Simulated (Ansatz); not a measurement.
**MoCO (singlet): wave-function methods side by side at a displaced geometry (v2), def2-SVP**

The task here is to estimate one member of a computed series from the others.

The runs use Ansatz 0.2.0, Gaussian basis; def2-SVP, core rule «outside noble gas», up to 6 orbitals frozen.

The runs, in order: UHF; CCSD(T) on RHF; CCSD(T) on UHF; CISD; CCSDT(Q) on RHF; CASSCF and NEVPT2, 8 electrons in 8 orbitals.

16 further runs of the same task are left out: 11 that didn't finish, 5 set aside as unsound or not needed. Runs told in other sessions of the task aren't counted.

## The geometry

The geometry is a PBE0/def2-TZVP stationary point (not a proven minimum) with its atoms shifted at random (size 0.100 Å). No spin-orbit coupling is included. Elements past krypton take def2 core potentials.

3 atoms, charge 0, spin multiplicity 1.

Atoms are counted from 1 here; the program's logs count them from 0.

Bond lengths: Mo1–C2 1.864 Å, C2–O3 1.171 Å. Angles: Mo1–C2–O3 171.0°.

Set-up of the first run:

Input file in.yaml:

```yaml
crystal:
  periodic: [false, false, false]
  atoms:
    - {symbol: Mo, position_ang: [0.084376, 0.005225, -1.627302]}
    - {symbol: C, position_ang: [-0.080498, 0.013599, 0.229591]}
    - {symbol: O, position_ang: [-0.003878, -0.018825, 1.397711]}
basis:
  gaussian: {orbitals: def2-SVP}
magnetization: {spin_polarized: true, initial_magnetization: 0}
hamiltonian: {xc: hf}
output: {orbitals: {seedname: orbitals}}
```

Launch:

```sh
> ansatz run in.yaml --threads 1 --pin off --events-out ev --progress --plain --max-ram 2393MiB
```

Among the steps run: UHF; CCSD(T) on RHF; CCSD(T) on UHF; CISD; CCSDT(Q) on RHF; CASSCF and NEVPT2, 8 electrons in 8 orbitals.

One of the session's tables, all rows but one given; the rest of the session is left out.

```
   method  from RCCSDT(Q) (kJ/mol)
      UHF                  +1181.5
     RMP2                   +157.1
     UMP2                   +132.1
    RCCSD                   +131.0
    UCCSD                    +27.3
 RCCSD(T)                    +42.5
 UCCSD(T)                    -69.1
   RCCSDT                        ?
RCCSDT(Q)                        0
```

Estimate the missing values for RCCSDT.

**Answer.** from RCCSDT(Q) (kJ/mol): +23.8. In the column «from RCCSDT(Q) (kJ/mol)» it lies between RCCSDT(Q) (0) and UCCSD (+27.3).

Not comparable, so not listed: CISD (they don't share determinant, frozen orbitals or solution with the rows shown, or repeat one).

Left out of the table: CASSCF frontier, NEVPT2 frontier (the active space lost an orbital or holds another state than full CI finds).

Caveats from the session: The determinant of CCSD(T) (⟨S²⟩ 2.33) is far from a pure spin state, so its energy mixes those of several spin states; high orders of coupled cluster remove much of that, low ones don't. The report flags that the cluster equations may have other roots. Left out of the table: RHF (another determinant or state than the rows shown). The program flags RCCSD(T), UCCSD(T), RCCSDT(Q) as in doubt, so the zero of the table is itself unsure. Warnings: restricted reference is unstable; spin contamination; coupled cluster took another determinant than the lowest; large T1 diagnostic. Restricted and unrestricted rows rest on different reference determinants; a gap between their highest levels can come from leftover correlation error, from unlike frozen cores or from another state. Warnings in the runs' records: passed over end.
